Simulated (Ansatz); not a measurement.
# RuW3: a trial structure relaxed

Where does this trial cell of RuW3 go when cell and atoms are let free?

Program: Ansatz 0.2.0. Level of theory: DFT PBE, scalar-relativistic, plane waves, PAW. These are calculated values, not measurements.

### 1 The system as given

It takes space group P4/mmm (No. 123, tetragonal). Conventional cell: a = 3.228 Å, b = 3.228 Å, c = 6.623 Å, α = 90.00°, β = 90.00°, γ = 90.00°. Around Ru (site symmetry 4/mmm) lie 2 W at 1.66 Å. W (site symmetry 4mm) is surrounded by 1 Ru at 1.66 Å. W (site symmetry 4/mmm) has 4 Ru at 2.28 Å as nearest neighbours.

Structure file:

```cif
data_structure
_symmetry_space_group_name_H-M 'P 1'
_symmetry_Int_Tables_number 1
_cell_length_a 3.2285
_cell_length_b 3.2285
_cell_length_c 6.6227
_cell_angle_alpha 90.000
_cell_angle_beta 90.000
_cell_angle_gamma 90.000
_cell_volume 69.03
loop_
_atom_site_label
_atom_site_type_symbol
_atom_site_fract_x
_atom_site_fract_y
_atom_site_fract_z
_atom_site_occupancy
Ru1 Ru 0.00000 0.00000 0.50000 1
W1 W 0.00000 0.00000 0.75103 1
W2 W 0.00000 0.00000 0.24897 1
W3 W 0.50000 0.50000 0.50000 1
```

Recipe of the guess: random cell by space group and Wyckoff sites (P4/mmm, No. 123). Lengths come from tabulated atomic sizes and are only a guess.

### 2 The guess as it stands, on a coarse mesh

Contents of input.yaml:

```yaml
crystal:
  lattice:
    - [3.22847324, 0.0, 0.0]
    - [0.0, 3.22847324, 0.0]
    - [0.0, 0.0, 6.62271562]
  atoms:
    - { symbol: Ru, position: [0.0, 0.0, 0.5] }
    - { symbol: W, position: [0.0, 0.0, 0.75102652] }
    - { symbol: W, position: [0.0, 0.0, 0.24897348] }
    - { symbol: W, position: [0.5, 0.5, 0.5] }
basis:
  ecutwfc: 420
kpoints:
  mp_grid: { grid: [6, 6, 4] }
hamiltonian:
  xc: pbe
scf:
  occupations: { method: gaussian, width: 0.1 }
  lower_state_search: "off"
output:
  forces: true
  stress: true
  eigenvalues: true
```

Command:

```console
$ ansatz run input.yaml --threads 1 --pin off --max-ram 2560MiB --backend cpu --events-out ev --progress --plain --runs-dir out
```

The program printed (excerpt; [...] marks lines left out):

```text
[...]
SCF converged after 9 iterations
Free energy (F): -36998.484354 eV
[...]
E sigma→0 (E₀):  -36998.475316 eV
Entropy (-TS):   -0.018076 eV (-4.519 meV/atom)
Fermi energy:    19.818034 eV
[...]
--- Forces (eV/Å), atoms counted from 1 ---
  atom   1  Ru    -0.00000000     0.00000000     0.00000000
  atom   2  W     -0.00000000     0.00000000    59.78570619
  atom   3  W     -0.00000000     0.00000000   -59.78570619
  atom   4  W      0.00000000     0.00000000     0.00000000
[...]
--- Stress (GPa, compression-positive) ---
       72.639108       0.000000       0.000000
        0.000000      72.639108       0.000000
        0.000000       0.000000     453.150250
  P = ⅓ Tr σ = 199.4762 GPa (1994.762 kbar)
--- Band table (eV; the first three rows and the last of 30) ---
[...]
```

It took 6.1 s on 1 thread of AMD EPYC 7R43 (Zen 3), shared host; peak memory 0.41 GiB.

Read-out: pressure 199.5 GPa, largest force 59.79 eV/Å, gap on this mesh none (metal). A guess like this is first relaxed loosely on the coarse mesh.

### 3 A loose first relaxation

Edit input.yaml of step 2 so:

```diff
@@ -23 +23,6 @@
   eigenvalues: true
+relax:
+  adjacent_minimum: "off"
+  f_tol: 0.04
+  max_steps: 70
+  cell: { stress_tol: 0.4 }
```

Command:

```console
$ ansatz run input.yaml --threads 1 --pin off --max-ram 2560MiB --backend cpu --events-out ev --progress --plain --runs-dir out
```

The program printed:

```text
Warning: RAYON_NUM_THREADS=1 ignored (pool sized by the plan → 1); use --threads N
Engine: ansatz 0.2.0, x86_64-unknown-linux-gnu
Pseudopotentials: kind: paw
Pseudopotential: Ru, paw, valence charge 16, recommended cutoff 420 eV (normal), Ru.paw.azcp
Pseudopotential: W, paw, valence charge 14, recommended cutoff 420 eV (normal), W.paw.azcp
Functional definition: PBE
  parameter kappa = 0.804
  parameter beta = 0.06672455060314922
  exchange = pbe_x(kappa = kappa, mu = beta*pi^2/3)
  correlation = pbe_c(beta = beta)
Crystal: 4 atoms, lattice volume = 69.029 Å³
Basis set: ecut = 420 eV, 1375 PW (Γ), exchange–correlation on 48×48×90 points (8 copies of the dense FFT grid, shifted against one another)
Bands: 35, of which v1, the nominal top of the filled ones, is band 29 counted from 1 (28 counted from 0)
Symmetry: 16 space group operations
Space group: P4/mmm (ITA 123), of the structure as read, at distance tolerance 4.1e-5 Å
k-points: 30 of 144
Non-local potential: Ru, projectors of the file, l = 0: 3, l = 1: 2, l = 2: 2, l = 3: 1
Non-local potential: W, projectors of the file, l = 0: 3, l = 1: 2, l = 2: 2, l = 3: 1
PAW form: soft (Blöchl's): semilocal exchange-correlation on the pseudo side does not see the compensation charge
PAW one-centre angular grid: Ru, 590 points (default); XC on 64 Gauss nodes
PAW one-centre angular grid: W, 590 points (default); XC on 64 Gauss nodes
Initial density: superposition of atomic densities (neutral atoms: chi_scale 0, normalization atom), corrected by the library's trained network
Initial wavefunctions: pseudopotential atomic-orbital guess
Functional: x = pbe(κ = 0.804, μ = 0.2195149727645171), c = pbe(β = 0.06672455060314922)
SCF iter   1: F=—  HF=-37000.828200 eV  |F-HF|=—  |Δ(HF+E_count)|=         —  Δρ=9.77e-2  dr2=3.00e1  ethr=1.77e-3  ⟨swp⟩=6.9  Hψ=5162  notcnv=0
preconditioner: auto → LDOS  [metal: Δε(μ)=0.010 eV  Ē_g=7.252 eV  σ=0.100 eV  W_gap=0.06  n_scr=16 (ndim 8)  ℏωp=22.8 eV  f_vac=0.030  D(μ)=4.58/eV (n_scr^D=54)  β→1.0]
SCF iter   2: F=—  HF=-36998.781274 eV  |F-HF|=—  |Δ(HF+E_count)|=    2.05e0  Δρ=4.13e-2  dr2=1.60e0  ethr=1.77e-3  ⟨swp⟩=4.2  Hψ=2704  notcnv=0  defer=30
SCF iter   3: F=—  HF=-36998.518225 eV  |F-HF|=—  |Δ(HF+E_count)|=   2.63e-1  Δρ=1.14e-2  dr2=1.71e-1  ethr=1.77e-3  ⟨swp⟩=3.2  Hψ=2293  notcnv=0  defer=33
SCF iter   4: F=—  HF=-36998.484039 eV  |F-HF|=—  |Δ(HF+E_count)|=   3.42e-2  Δρ=2.30e-3  dr2=5.37e-3  ethr=2.95e-4  ⟨swp⟩=2.0  Hψ=1756  notcnv=0  defer=35
SCF iter   5: F=—  HF=-36998.484097 eV  |F-HF|=—  |Δ(HF+E_count)|=   5.77e-5  Δρ=7.66e-4  dr2=4.41e-4  ethr=9.26e-6  ⟨swp⟩=2.2  Hψ=1439  notcnv=0  defer=35
SCF iter   6: F=—  HF=-36998.484192 eV  |F-HF|=—  |Δ(HF+E_count)|=   9.50e-5  Δρ=1.84e-4  dr2=2.30e-5  ethr=7.60e-7  ⟨swp⟩=2.0  Hψ=1324  notcnv=0  defer=35
SCF iter   7: F=—  HF=-36998.484355 eV  |F-HF|=—  |Δ(HF+E_count)|=   1.63e-4  Δρ=5.25e-5  dr2=1.68e-6  ethr=3.97e-8  ⟨swp⟩=2.0  Hψ=1686  notcnv=0  defer=35
SCF iter   8: F=—  HF=-36998.484354 eV  |F-HF|=—  |Δ(HF+E_count)|=   2.77e-7  Δρ=1.14e-5  dr2=1.10e-7  ethr=2.90e-9  ⟨swp⟩=2.0  Hψ=1772  notcnv=0  defer=35
SCF iter   9: F=-36998.484354 eV  HF=-36998.484354 eV  |F-HF|=8.73e-11  |Δ(HF+E_count)|=   1.94e-8  Δρ=2.17e-6  dr2=1.67e-9  ethr=1.72e-10  ⟨swp⟩=12.4  Hψ=4676  notcnv=0
SCF 1 converged in 9 iterations: F = -36998.484354 eV  dr2 = 1.67e-9
relax step   1: F+E_penalty+E_count = -36998.48435448 eV  Δ(F+E_penalty+E_count) = +0.000e0 eV  max|allowed force component| = 5.979e1 eV/Å  Δτ_max = 0.0000 Å  P = +199.476 GPa  Ω = 69.029 Å³  (9 SCF iters, dr2 threshold 1.00e-7 eV, accepted)
Crystal: 4 atoms, lattice volume = 72.772 Å³
Basis set: ecut = 420 eV, 1431 PW (Γ), exchange–correlation on 48×48×90 points (8 copies of the dense FFT grid, shifted against one another)
Initial density: handed on by an earlier stage of this run
Initial wavefunctions: those handed on with the density
SCF iter   1: F=—  HF=-37017.563936 eV  |F-HF|=—  |Δ(HF+E_count)|=         —  Δρ=5.53e-2  dr2=5.73e0  ethr=3.10e-3  ⟨swp⟩=7.2  Hψ=4668  notcnv=0
preconditioner: auto → Kerker (q_TF=auto, 2.627 Å⁻¹)  [metal: Δε(μ)=0.025 eV  Ē_g=5.584 eV  σ=0.100 eV  W_gap=0.14  n_scr=16 (ndim 8)  ℏωp=22.2 eV  f_vac=0.008  D(μ)=4.74/eV (n_scr^D=54)]
SCF iter   2: F=—  HF=-37017.041257 eV  |F-HF|=—  |Δ(HF+E_count)|=   5.23e-1  Δρ=2.28e-2  dr2=1.26e0  ethr=3.10e-3  ⟨swp⟩=2.0  Hψ=1642  notcnv=0  defer=27
SCF iter   3: F=—  HF=-37016.889349 eV  |F-HF|=—  |Δ(HF+E_count)|=   1.52e-1  Δρ=4.79e-3  dr2=6.99e-2  ethr=2.18e-3  ⟨swp⟩=2.0  Hψ=1519  notcnv=0  defer=32
SCF iter   4: F=—  HF=-37016.877843 eV  |F-HF|=—  |Δ(HF+E_count)|=   1.15e-2  Δρ=1.33e-3  dr2=4.48e-3  ethr=1.20e-4  ⟨swp⟩=2.0  Hψ=1436  notcnv=0  defer=32
SCF iter   5: F=—  HF=-37016.877279 eV  |F-HF|=—  |Δ(HF+E_count)|=   5.64e-4  Δρ=5.21e-4  dr2=4.47e-4  ethr=7.72e-6  ⟨swp⟩=2.0  Hψ=1273  notcnv=0  defer=32
SCF iter   6: F=—  HF=-37016.877269 eV  |F-HF|=—  |Δ(HF+E_count)|=   9.31e-6  Δρ=1.56e-4  dr2=2.46e-5  ethr=7.71e-7  ⟨swp⟩=2.0  Hψ=1346  notcnv=0  defer=32
SCF iter   7: F=—  HF=-37016.877125 eV  |F-HF|=—  |Δ(HF+E_count)|=   1.44e-4  Δρ=4.80e-5  dr2=1.71e-6  ethr=4.24e-8  ⟨swp⟩=2.0  Hψ=1779  notcnv=0  defer=32
SCF iter   8: F=-37016.877126 eV  HF=-37016.877126 eV  |F-HF|=4.12e-8  |Δ(HF+E_count)|=   1.20e-6  Δρ=1.05e-5  dr2=8.60e-8  ethr=6.90e-10  ⟨swp⟩=10.6  Hψ=4954  notcnv=0
the search or the solves at the SCF's close seem to have found levels that the self-consistency loop had missed (the run counts 1). By its estimate they hold under 1e-12 electrons; where the run keeps them, the occupations were computed again with them
SCF 2 converged in 8 iterations: F = -37016.877126 eV  dr2 = 8.60e-8
relax step   2: F+E_penalty+E_count = -37016.87712647 eV  Δ(F+E_penalty+E_count) = -1.839e1 eV  max|allowed force component| = 1.750e1 eV/Å  Δτ_max = 0.1950 Å  P = +75.578 GPa  Ω = 72.772 Å³  energy of the carried Pulay correction = -3.837e-3 eV  (8 SCF iters, dr2 threshold 4.00e-7 eV, accepted)
Crystal: 4 atoms, lattice volume = 75.857 Å³
Basis set: ecut = 420 eV, 1487 PW (Γ), exchange–correlation on 48×48×90 points (8 copies of the dense FFT grid, shifted against one another)
iter 1 solved again at ethr=2.45e-3 eV; its pass at ethr=3.10e-3 eV (dr2=1.42e0 eV) is discarded
SCF iter   1: F=—  HF=-37020.928339 eV  |F-HF|=—  |Δ(HF+E_count)|=         —  Δρ=2.51e-2  dr2=1.44e0  ethr=2.45e-3  ⟨swp⟩=1.0  Hψ=5553  notcnv=0
preconditioner: auto → Kerker (q_TF=auto, 2.609 Å⁻¹)  [metal: Δε(μ)=0.025 eV  Ē_g=5.123 eV  σ=0.100 eV  W_gap=0.14  n_scr=16 (ndim 8)  ℏωp=21.7 eV  f_vac=0.002  D(μ)=5.26/eV (n_scr^D=54)]
SCF iter   2: F=—  HF=-37020.816331 eV  |F-HF|=—  |Δ(HF+E_count)|=   1.12e-1  Δρ=1.17e-2  dr2=3.83e-1  ethr=2.45e-3  ⟨swp⟩=1.4  Hψ=1063  notcnv=0
SCF iter   3: F=—  HF=-37020.772838 eV  |F-HF|=—  |Δ(HF+E_count)|=   4.35e-2  Δρ=2.12e-3  dr2=1.67e-2  ethr=6.60e-4  ⟨swp⟩=2.1  Hψ=1369  notcnv=0  defer=2
SCF iter   4: F=—  HF=-37020.771082 eV  |F-HF|=—  |Δ(HF+E_count)|=   1.76e-3  Δρ=7.54e-4  dr2=1.48e-3  ethr=2.88e-5  ⟨swp⟩=1.7  Hψ=1303  notcnv=0  defer=2
SCF iter   5: F=—  HF=-37020.770844 eV  |F-HF|=—  |Δ(HF+E_count)|=   2.38e-4  Δρ=3.12e-4  dr2=1.57e-4  ethr=2.55e-6  ⟨swp⟩=2.0  Hψ=1324  notcnv=0  defer=2
SCF iter   6: F=—  HF=-37020.770931 eV  |F-HF|=—  |Δ(HF+E_count)|=   8.67e-5  Δρ=9.19e-5  dr2=1.30e-5  ethr=2.71e-7  ⟨swp⟩=2.0  Hψ=1307  notcnv=0  defer=2
SCF iter   7: F=—  HF=-37020.770932 eV  |F-HF|=—  |Δ(HF+E_count)|=   1.52e-6  Δρ=3.12e-5  dr2=9.82e-7  ethr=2.24e-8  ⟨swp⟩=2.0  Hψ=1547  notcnv=0  defer=2
SCF iter   8: F=-37020.770933 eV  HF=-37020.770933 eV  |F-HF|=2.80e-8  |Δ(HF+E_count)|=   4.64e-7  Δρ=8.29e-6  dr2=5.81e-8  ethr=6.90e-10  ⟨swp⟩=8.4  Hψ=4059  notcnv=0
the search or the solves at the SCF's close seem to have found levels that the self-consistency loop had missed (the run counts 3). By its estimate they hold under 1e-12 electrons; where the run keeps them, the occupations were computed again with them
SCF 3 converged in 8 iterations: F = -37020.770933 eV  dr2 = 5.81e-8
relax step   3: F+E_penalty+E_count = -37020.77093285 eV  Δ(F+E_penalty+E_count) = -3.894e0 eV  max|allowed force component| = 1.088e1 eV/Å  Δτ_max = 0.1165 Å  P = +41.903 GPa  Ω = 75.857 Å³  energy of the carried Pulay correction = -6.852e-3 eV  (8 SCF iters, dr2 threshold 4.00e-7 eV, accepted)
[... 12 lines left out ...]
relax step   4: F+E_penalty+E_count = -37023.93992581 eV  Δ(F+E_penalty+E_count) = -3.169e0 eV  max|allowed force component| = 2.686e0 eV/Å  Δτ_max = 0.1644 Å  P = +9.503 GPa  Ω = 80.284 Å³  energy of the carried Pulay correction = -1.096e-2 eV  (8 SCF iters, dr2 threshold 4.00e-7 eV, accepted)
[... 12 lines left out ...]
relax step   5: F+E_penalty+E_count = -37024.25191506 eV  Δ(F+E_penalty+E_count) = -3.120e-1 eV  max|allowed force component| = 2.877e-1 eV/Å  Δτ_max = 0.0659 Å  P = +0.788 GPa  Ω = 82.817 Å³  energy of the carried Pulay correction = -1.321e-2 eV  (7 SCF iters, dr2 threshold 4.00e-7 eV, accepted)
[... 10 lines left out ...]
relax step   6: F+E_penalty+E_count = -37024.25700235 eV  Δ(F+E_penalty+E_count) = -5.087e-3 eV  max|allowed force component| = 6.155e-2 eV/Å  Δτ_max = 0.0095 Å  P = -0.004 GPa  Ω = 83.119 Å³  energy of the carried Pulay correction = -1.347e-2 eV  (6 SCF iters, dr2 threshold 4.00e-7 eV, accepted)
[... 11 lines left out ...]
relax step   7: F+E_penalty+E_count = -37024.25727055 eV  Δ(F+E_penalty+E_count) = -2.682e-4 eV  max|allowed force component| = 1.052e-2 eV/Å  Δτ_max = 0.0026 Å  P = -0.159 GPa  Ω = 83.174 Å³  energy of the carried Pulay correction = -1.352e-2 eV  (6 SCF iters, dr2 threshold 2.37e-7 eV, accepted)
Basis set: ecut = 420 eV, 1641 PW (Γ), exchange–correlation on 48×48×100 points (8 copies of the dense FFT grid, shifted against one another)
Initial wavefunctions: pseudopotential atomic-orbital guess (no wavefunctions were taken with the density)
iter 1 solved again at ethr=1.40e-7 eV; its pass at ethr=3.10e-3 eV (dr2=8.10e-5 eV) is discarded
SCF iter   1: F=—  HF=-37024.263690 eV  |F-HF|=—  |Δ(HF+E_count)|=         —  Δρ=6.47e-4  dr2=1.97e-5  ethr=1.40e-7  ⟨swp⟩=3.2  Hψ=7270  notcnv=0
preconditioner: auto → Kerker (q_TF=auto, 2.569 Å⁻¹)  [metal: Δε(μ)=0.007 eV  Ē_g=4.271 eV  σ=0.100 eV  W_gap=0.04  n_scr=24 (ndim 8)  ℏωp=20.8 eV  f_vac=0.000  D(μ)=4.71/eV (n_scr^D=54)]
SCF iter   2: F=—  HF=-37024.264222 eV  |F-HF|=—  |Δ(HF+E_count)|=   5.32e-4  Δρ=3.32e-4  dr2=4.80e-6  ethr=3.40e-8  ⟨swp⟩=1.1  Hψ=1052  notcnv=0
SCF iter   3: F=—  HF=-37024.264403 eV  |F-HF|=—  |Δ(HF+E_count)|=   1.81e-4  Δρ=2.16e-5  dr2=4.16e-8  ethr=8.28e-9  ⟨swp⟩=2.6  Hψ=1786  notcnv=0
SCF iter   4: F=—  HF=-37024.264403 eV  |F-HF|=—  |Δ(HF+E_count)|=   4.27e-7  Δρ=2.88e-6  dr2=3.08e-9  ethr=7.17e-11  ⟨swp⟩=2.2  Hψ=1593  notcnv=0
iter 5 did not close the SCF: its close was put off for the readings that it lacked (scf_convergence_deferred on its scf_iter line)
SCF iter   5: F=-37024.264403 eV  HF=-37024.264403 eV  |F-HF|=1.46e-11  |Δ(HF+E_count)|=   4.69e-9  Δρ=3.11e-7  dr2=1.27e-10  ethr=5.31e-12  ⟨swp⟩=2.0  Hψ=1695  notcnv=0
SCF iter   6: F=-37024.264403 eV  HF=-37024.264403 eV  |F-HF|=7.28e-12  |Δ(HF+E_count)|=  1.46e-11  Δρ=1.14e-7  dr2=2.56e-11  ethr=1.00e-12  ⟨swp⟩=2.0  Hψ=3037  notcnv=0
SCF 8 converged in 6 iterations: F = -37024.264403 eV  dr2 = 2.56e-11
relax step   8: F+E_penalty+E_count = -37024.26440309 eV  Δ(F+E_penalty+E_count) = -7.133e-3 eV  max|allowed force component| = 9.623e-3 eV/Å  Δτ_max = 0.0000 Å  P = -0.151 GPa  Ω = 83.174 Å³  stress off target by 2.57e-1 GPa  SCF on the basis re-selected at this cell (its energy is not comparable with the rows above)  (6 SCF iters)
basis re-selected at this cell: Δ(F+E_penalty+E_count) = -7.133e-3 eV, ΔP = +0.009 GPa vs the last step (what re-selecting the basis moved, of the pressure what is left beyond the Pulay correction that the steps carried, after the strain that the cell walked since its last selection, with what the two solves' SCF thresholds leave and, on support functions, any second-order correction that the steps lacked; it is no measure of the basis error at this ecutwfc). The dense FFT grid was sized anew with the basis: this SCF ran on 24×24×50 points, the steps before it on 24×24×45, so part of this shift can come from that change (see relax.cell in the input reference). This SCF's stress stands 2.57e-1 GPa from its target on what of the cell is left free (relax.cell.stress_tol is 4.00e-1 GPa) and its largest allowed force component is 9.62e-3 eV/Å (relax.f_tol is 4.00e-2 eV/Å): within both
SCF converged after 6 iterations
Free energy (F): -37024.264403 eV
Harris-Foulkes:  -37024.264403 eV  (|F-HF|=7.28e-12)
Internal energy: -37024.240845 eV  (E = F + TS)
E sigma→0 (E₀):  -37024.252624 eV
Entropy (-TS):   -0.023559 eV (-5.890 meV/atom)
Fermi energy:    15.786412 eV
--- Per-component energies (eV) ---
  E_band       = -705.595579
  E_kinetic    = 1857.775656
  E_local      = -5627.346342  (includes V_loc(G=0)·N_el)
  E_nonlocal   = 354.670621
  E_hartree    = 2127.162890
  E_xc         = -983.131846
  E_vxc        = -944.837938  (∫ρ·V_xc dr)
  E_paw        = -29150.880175  (= ΣΔE_a)
  E_vpaw       = -600.183173  (= ΣTr[D̂ρ^β])
  E_aug_tail   = -0.000396  (compensation charges beyond the density's cutoff)
  E_ewald      = -5602.491252
  E_smearing   = -0.023559  (= −TS)
  E_closure    = 0.000000  (closes the sum)
  Σ components = -37024.264403   (vs F -37024.264403, Δ=0.00e0)
--- Forces (eV/Å), atoms counted from 1 ---
  atom   1  Ru    -0.00000000     0.00000000     0.00000000
  atom   2  W      0.00000000     0.00000000     0.00962314
  atom   3  W     -0.00000000     0.00000000    -0.00962314
  atom   4  W     -0.00000000    -0.00000000     0.00000000
  max |Σ_I F_I| component: 1.70e-27 eV/Å
--- Stress (GPa, compression-positive) ---
       -0.257037      -0.000000       0.000000
       -0.000000      -0.257037       0.000000
        0.000000       0.000000       0.062385
  P = ⅓ Tr σ = -0.1506 GPa (-1.506 kbar)
--- Band table (eV; the first three rows and the last of 30) ---
  k-point 0: bands = ["-58.6537", "-58.3797", "-58.2490", "-57.3390", "-27.6453", "-27.6453", "-27.6322", "-23.1664", "-22.8019", "-22.7036", "-22.7036", "-22.5558", "-22.5558", "-22.4086", "-22.4086", "-21.8252", "8.0037", "8.6780", "9.7386", "9.8316", "11.8909", "11.8909", "11.9765", "11.9802", "13.9092", "14.7628", "14.8751", "14.8751", "14.9095", "16.5022", "17.2208", "17.7805", "17.8371", "17.8371", "17.9746"]
  k-point 1: bands = ["-58.6535", "-58.3783", "-58.2509", "-57.3387", "-27.6453", "-27.6453", "-27.6378", "-23.1200", "-22.8009", "-22.7035", "-22.7035", "-22.5568", "-22.5568", "-22.4076", "-22.4076", "-21.8702", "8.1370", "8.6798", "9.7387", "9.9601", "11.3056", "11.7940", "11.7940", "12.5800", "13.8278", "14.6919", "14.8650", "15.2921", "15.2921", "16.0742", "17.1997", "17.8045", "17.8296", "17.8296", "18.1564"]
  k-point 2: bands = ["-58.6533", "-58.3768", "-58.2530", "-57.3383", "-27.6453", "-27.6453", "-27.6433", "-23.0706", "-22.7995", "-22.7034", "-22.7034", "-22.5578", "-22.5578", "-22.4067", "-22.4067", "-21.9188", "8.2801", "8.6816", "9.7389", "10.1592", "10.8810", "11.7083", "11.7083", "13.4309", "13.4716", "13.7596", "14.9542", "15.8773", "15.8773", "16.5901", "17.1802", "17.6260", "17.6260", "17.7572", "17.8269"]
  k-point 29: bands = ["-58.5954", "-58.3705", "-58.2484", "-57.3867", "-27.7876", "-27.7876", "-27.6215", "-23.0492", "-22.7978", "-22.6788", "-22.6788", "-22.6500", "-22.6500", "-22.4904", "-22.4904", "-21.9042", "9.9711", "9.9711", "10.5500", "11.1847", "12.6878", "13.2958", "13.4182", "13.6337", "14.3536", "14.3536", "14.4845", "14.8807", "14.8807", "17.4411", "17.7053", "18.1369", "18.1551", "18.1551", "18.6762"]
--- Relaxed structure (7 steps of the walk, 7 accepted, 1 SCFs on fresh bases) ---
  F+E_penalty+E_count = -37024.26440309 eV   max|allowed force component| = 9.623e-3 eV/Å   (the final SCF, on the basis selected at the relaxed cell)
  cell:  # Å, volume = 83.1744 Å³
    - [3.3763474573094254, 8.383990967287006e-34, 0.0]
    - [8.383990967287006e-34, 3.3763474573094254, 0.0]
    - [0.0, 0.0, 7.296181350669451]
  atoms:
    - { symbol: Ru, position: [-1.593311418990832e-35, 2.9827255814380475e-35, 0.5000000000000001] }
    - { symbol: W, position: [-7.500506222854466e-35, -2.9827255814380475e-35, 0.8346578859883875] }
    - { symbol: W, position: [-7.488854951051974e-35, 2.9827255814380475e-35, 0.1653421140116126] }
    - { symbol: W, position: [0.49999999999999994, 0.49999999999999994, 0.5000000000000001] }
```

Wall time 51 s (1 thread of AMD EPYC 7R43 (Zen 3), shared host); peak memory 0.44 GiB.

Relaxation path:

| step | E - E(step 1) (eV/cell) | largest force component (eV/Å) | pressure (GPa) | volume (Å³) |
| --- | --- | --- | --- | --- |
| 1 | 0.0000 | 59.7857 | 199.48 | 69.03 |
| 2 | -18.3928 | 17.4961 | 75.58 | 72.77 |
| 3 | -22.2866 | 10.8831 | 41.90 | 75.86 |
| 4 | -25.4556 | 2.6856 | 9.50 | 80.28 |
| 5 | -25.7676 | 0.2877 | 0.79 | 82.82 |
| 6 | -25.7726 | 0.0616 | 0.00 | 83.12 |
| 7 | -25.7729 | 0.0105 | -0.16 | 83.17 |
| 8 | -25.7800 | 0.0096 | -0.15 | 83.17 |

Step 1 is the start. Step 8 repeats the geometry before it on a plane-wave basis chosen anew for that cell, so its energy need not be comparable with the rows above.

|  | before | after | change |
| --- | --- | --- | --- |
| a (Å) | 3.228 | 3.376 | +4.6 % |
| b (Å) | 3.228 | 3.376 | +4.6 % |
| c (Å) | 6.623 | 7.296 | +10.2 % |
| volume (Å³/atom) | 17.26 | 20.79 | +20.5 % |
| shortest distance (Å) | 1.662 | 2.387 | +43.6 % |
| space group (0.01 Å) | P4/mmm | P4/mmm | same |

Forces and stress were held to the start's 16 operations: a distortion of lower symmetry was not tested.

[end of part 1 of 2]
